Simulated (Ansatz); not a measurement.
# Sn3PbSe4: the cost of one run

Method: DFT PBE, scalar-relativistic, plane waves, PAW, in Ansatz 0.2.0.

1 further run of the same task is left out (set aside as unsound or not needed).

## (1) The starting structure

It takes space group Pmmm (No. 47, orthorhombic). Conventional cell: a = 4.313 Å, b = 6.102 Å, c = 8.630 Å, α = 90.00°, β = 90.00°, γ = 90.00°. Around Sn (site symmetry mm2) lie 6 Se at 3.04 to 3.06 Å. Around Sn (site symmetry mmm) lie 6 Se at 3.01 to 3.05 Å. Around Pb (site symmetry mmm) lie 6 Se at 3.05 to 3.09 Å. Se (site symmetry mm2) is surrounded by 4 Sn at 3.01 to 3.05 Å and 2 Pb at 3.09 Å. Around Se (site symmetry mmm) lie 6 Sn at 3.04 to 3.05 Å. Around Se (site symmetry mmm) lie 2 Pb at 3.05 Å and 4 Sn at 3.06 Å.

As a file:

```
CELL_PARAMETERS angstrom
4.31291 0.00000 0.00000
0.00000 6.10193 0.00000
0.00000 0.00000 8.62971
ATOMIC_POSITIONS crystal
Sn 0.00000 0.00000 0.75110
Sn 0.50000 0.50000 0.00000
Sn 0.00000 0.00000 0.24890
Pb 0.50000 0.50000 0.50000
Se 0.00000 0.50000 0.75620
Se 0.50000 0.00000 0.00000
Se 0.00000 0.50000 0.24380
Se 0.50000 0.00000 0.50000
```

It is the end of an earlier relaxation with the same method, from a generated guess; it is a trial structure. At a tolerance of 0.02 Å it has space group Pmmm (No. 47); it has 28.39 Å³/atom, an uncorrected energy of -0.46 eV/atom over the elements.

## (2) Static run: bands, density of states and charges

Contents of input.yaml:

```yaml
crystal:
  lattice:
    - [4.312910708, 0.0, 0.0]
    - [0.0, 6.1019321605, 0.0]
    - [0.0, 0.0, 8.6297120334]
  atoms:
    - { symbol: Sn, position: [0.0, 0.0, 0.7511014259] }
    - { symbol: Sn, position: [0.5, 0.5, 0.0] }
    - { symbol: Sn, position: [0.0, 0.0, 0.2488985741] }
    - { symbol: Pb, position: [0.5, 0.5, 0.5] }
    - { symbol: Se, position: [0.0, 0.5, 0.7561971669] }
    - { symbol: Se, position: [0.5, 0.0, 0.0] }
    - { symbol: Se, position: [0.0, 0.5, 0.2438028331] }
    - { symbol: Se, position: [0.5, 0.0, 0.5] }
basis:
  ecutwfc: 420
kpoints:
  mp_grid: { grid: [8, 6, 4] }
  band_path:
    path:
      - [[0.0, 0.0, 0.0], [0.5, 0.0, 0.0], [0.5, 0.5, 0.0], [0.0, 0.5, 0.0], [0.0, 0.0, 0.0], [0.0, 0.0, 0.5], [0.5, 0.0, 0.5], [0.5, 0.5, 0.5], [0.0, 0.5, 0.5], [0.0, 0.0, 0.5]]
      - [[0.5, 0.0, 0.0], [0.5, 0.0, 0.5]]
      - [[0.0, 0.5, 0.0], [0.0, 0.5, 0.5]]
      - [[0.5, 0.5, 0.0], [0.5, 0.5, 0.5]]
    npoints: 14
hamiltonian:
  xc: pbe
scf:
  occupations: { method: gaussian, width: 0.01 }
  n_extra_bands: 20
output:
  forces: true
  stress: true
  eigenvalues: true
  populations: true
  dos: { projected: true, de: 0.02, nscf_kmesh: { grid: [10, 8, 5] } }
  bader: true
  write_density: true
  write_potential: true
  elf: true
  volumetric_format: npy
```

Run with:

```sh
$ ansatz run input.yaml --threads 1 --pin off --max-ram 2560MiB --backend cpu --events-out ev --progress --plain --runs-dir out
```

What time and memory should one allow on 1 thread of Arm Neoverse V2, shared host?

About 4 min, with a peak of 1.8 GiB.
